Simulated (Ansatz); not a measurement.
A nudged elastic band was laid between two geometries of a periodic cell of 23 atoms, Si$_{16}$Mo$_{7}$ (host Si2Mo, host structure I4/mmm, one Mo atom removed).

Theory: DFT PBE, scalar-relativistic, plane waves, PAW (Ansatz 0.2.0). Settings: PAW set soft_1, cutoff 420 eV, k mesh 2x2x2, gaussian smearing 0.05 eV, no spin polarisation.

| Item | Value |
| --- | --- |
| movable images | 5 |
| climbing image | yes |
| spring | 2.0 eV/Å² |
| optimiser | quadratic models (default) |
| start path | IDPP |
| force threshold | 0.03 eV/Å |
| iteration limit | 80 |
| end points | relaxed |

First end point:

```xyz
23
Lattice="6.4085 0.0000 0.0000 0.0000 6.4085 0.0000 0.0000 0.0000 7.8162" Properties=species:S:1:pos:R:3
Si -0.007 -0.002 5.225
Si -0.004 -0.001 2.600
Mo -0.007 -0.001 0.005
Si 3.199 -0.002 5.224
Si 3.198 -0.002 2.601
Mo 3.198 -0.002 0.005
Si -0.006 3.202 5.206
Si -0.005 3.200 2.621
Si 1.561 1.634 1.275
Si 1.565 1.633 6.552
Mo 1.589 1.609 3.915
Si 3.200 3.206 5.225
Si 3.198 3.204 2.602
Mo 3.197 3.203 0.006
Si 4.832 1.634 1.274
Si 4.833 1.635 6.553
Mo 4.809 1.609 3.913
Si 1.557 4.766 1.272
Si 1.561 4.771 6.553
Mo 1.588 4.798 3.914
Si 4.833 4.772 1.273
Si 4.839 4.766 6.553
Mo 4.810 4.798 3.912
```

Last end point:

Only the atoms that move by more than 0.05 Å are listed.
```
Mo3 0.000 3.204 0.000
Si9 1.568 1.568 1.268
Si10 1.568 1.568 6.548
Si15 4.841 1.568 1.268
Si16 4.841 1.568 6.548
Si18 1.568 4.841 1.268
Si19 1.568 4.841 6.548
Si21 4.841 4.841 1.268
Si22 4.841 4.841 6.548
```

(1) Which bonds break or form, and what moves?

(2) What energy profile does the band end with?

(3) What is the geometry of the highest image?

## Answers

(1) Contacts lost: Si1–Mo3, Si2–Mo3, Mo3–Mo6. Contacts made: Mo3–Si7, Mo3–Si8, Mo3–Mo14. The atom that moves furthest is Mo3, by 3.21 Å.

(2) The forces met the threshold. The highest image is number 3 of 0 to 6, 6.14 eV above the ends, which have the same energy within 2 meV. Neighbouring images differ by up to 3.3 eV, so the band resolves the path poorly. By the program's own check the climbing image is a first-order saddle point (lowest curvatures found: -2.57 and 2.16 eV/Å²). Limits of this set-up: coarse k mesh.

```tsv
image	path coordinate (Å)	energy (eV)	Si1–Mo3 (Å)	Si2–Mo3 (Å)	Mo3–Mo6 (Å)
0	0.00	0.00	2.60	2.60	3.20
1	0.64	1.49	2.66	2.57	3.18
2	1.28	4.81	2.87	2.60	3.20
3	1.93	6.14	3.24	2.71	3.32
4	2.57	4.81	3.46	3.17	3.74
5	3.21	1.48	3.80	3.68	4.21
6	3.86	0.00	4.14	4.14	4.53
```

(3) 
```xyz
23
Lattice="6.4085 0.0000 0.0000 0.0000 6.4085 0.0000 0.0000 0.0000 7.8162" Properties=species:S:1:pos:R:3
Si 0.020 0.062 5.252
Si 0.006 0.089 2.514
Mo -0.222 1.601 0.277
Si 3.206 -0.099 5.205
Si 3.178 -0.156 2.627
Mo 3.315 -0.034 -0.029
Si 0.020 3.141 5.252
Si 0.006 3.113 2.513
Si 1.850 1.601 1.378
Si 1.712 1.601 6.490
Mo 1.653 1.601 3.933
Si 3.206 3.301 5.205
Si 3.178 3.359 2.627
Mo 3.315 3.236 -0.029
Si 4.330 1.601 1.565
Si 4.622 1.601 6.321
Mo 4.775 1.601 3.927
Si 1.565 4.805 1.167
Si 1.494 4.805 6.573
Mo 1.567 4.805 3.858
Si 4.921 4.806 1.234
Si 5.008 4.806 6.517
Mo 4.882 4.805 3.845
```

Run time: 11 min on 2 threads of Arm Neoverse V1 (shared host), peak memory 1.5 GiB.
